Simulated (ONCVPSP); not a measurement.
**An ONCV potential for thulium, from input to tests**

Aim: build the potential from the settings below, then test how well it stands in for the atom: other configurations, scattering, ghost states and the plane-wave cutoff that it needs.

Method: ONCVPSP 4.0.1, PBE, scalar-relativistic.

## (1) The design

Typed settings, in words:

```
element                 : thulium (Tm, Z = 69)
type                    : optimised norm-conserving Vanderbilt (ONCV)
frozen core             : [Xe]
valence charge          : 15
reference configuration : 4f13 6s2
partial waves           : 6s: rc 3.30 bohr, ncon 4, nbas 8, qcut 1.8 1/bohr, 2 projectors, debl 1.2 Ha; p scattering state at 0.33 Ha: rc 3.20 bohr, ncon 4, nbas 7, qcut 2.9 1/bohr, 1 projector; d scattering state at 0.1 Ha: rc 3.40 bohr, ncon 4, nbas 7, qcut 3.2 1/bohr, 1 projector; 4f: rc 1.25 bohr, ncon 5, nbas 10, qcut 11.4 1/bohr, local
local potential         : the f channel
core correction         : not asked for
```

The outer shells as boxes (Hund's rule for the drawing; the calculation is spin-unpolarised):

```
[Xe] core
4f [↑↓][↑↓][↑↓][↑↓][↑↓][↑↓][↑ ]
6s [↑↓]
```

The nodes and maxima of the atom's own shells, from an earlier all-electron run, set the scale for the radii.

All-electron outer shells of the reference configuration (PBE, scalar-relativistic, ld1.x):

```
shell  level (eV)  outermost node (bohr)  outermost maximum (bohr)
   6s       -3.87                   1.49                      3.33
   4f       -3.09                      –                      0.50
   6p       -1.12                   1.84                      4.67
   5d       -0.79                   0.72                      2.12
```

## (2) The generation run

The input, Tm.dat:

```
# ATOM AND REFERENCE CONFIGURATION
# atsym  z   nc   nv     iexc    psfile
  Tm 69.00   11    2        4      upf
#
#   n    l    f
    1    0    2.00
    2    0    2.00
    2    1    6.00
    3    0    2.00
    3    1    6.00
    3    2   10.00
    4    0    2.00
    4    1    6.00
    4    2   10.00
    5    0    2.00
    5    1    6.00
    4    3   13.00
    6    0    2.00
#
# PSEUDOPOTENTIAL AND OPTIMIZATION
# lmax
    3
#
#   l,   rc,      ep,       ncon, nbas, qcut
    0    3.30    0.00    4    8    1.80
    1    3.20    0.33    4    7    2.90
    2    3.40    0.10    4    7    3.20
    3    1.25    0.00    5   10   11.40
#
# LOCAL POTENTIAL
# lloc, lpopt,  rc(5),   dvloc0
    3    5    1.25    0.00
#
# VANDERBILT-KLEINMAN-BYLANDER PROJECTORs
# l, nproj, debl
    0    2    1.20
    1    1    0.90
    2    1    3.80
    3    0    0.70
#
# MODEL CORE CHARGE
# icmod, fcfact, rcfact
    0    0.00    0.00
#
# LOG DERIVATIVE ANALYSIS
# epsh1, epsh2, depsh
   -2.00    5.00    0.02
#
# OUTPUT GRID
# rlmax, drl
    6.00    0.01
#
# TEST CONFIGURATIONS
# ncnf
    4
# nvcnf
#   n    l    f
    2
    4    3   13.00
    6    0    1.00
#
    2
    4    3   13.00
    6    0    0.00
#
    2
    4    3   12.00
    6    0    0.00
#
    3
    4    3   13.00
    6    0    1.50
    5    2    0.50
#
```

On the command line:

```sh
$ oncvpsp.x < Tm.dat > Tm.out
```

Q: Predict the outcome of this session. Wanted: cutoffs for 1 and 0.1 mHa per electron, occupied waves; bound ghosts; GHOST(+) flags; largest phase difference near zero energy, channels read; projector energies reset by the program.

**Answer**, as computed:

| quantity | value |
| --- | --- |
| cutoffs for 1 and 0.1 mHa per electron, occupied waves | 243 Ha and 288 Ha |
| bound ghosts | s at -555.43 eV, s at -133.53 eV, p at -407.71 eV, p at -18.93 eV |
| GHOST(+) flags | none at low energy (1 near or above the test basis's cutoff) |
| largest phase difference near zero energy, channels read | 0.028 rad |
| projector energies reset by the program | p: 0.050 Ha; d: -0.029 Ha |

**Reading.** A bound ghost (s, p) makes it unfit for use: electrons can fall into a state that the atom doesn't have. The potential is very hard: the looser tolerance needs 243 Ha. At the looser tolerance the 4f wave is the slowest; 6s needs 2 Ha. Near zero energy the phases of the channels with partial waves agree within 0.028 rad. In the p channel the atom's pole at 1.22 Ha sits lower, at 0.94 Ha, in the pseudo curve. These are tests on the free atom; a crystal test is still owed.
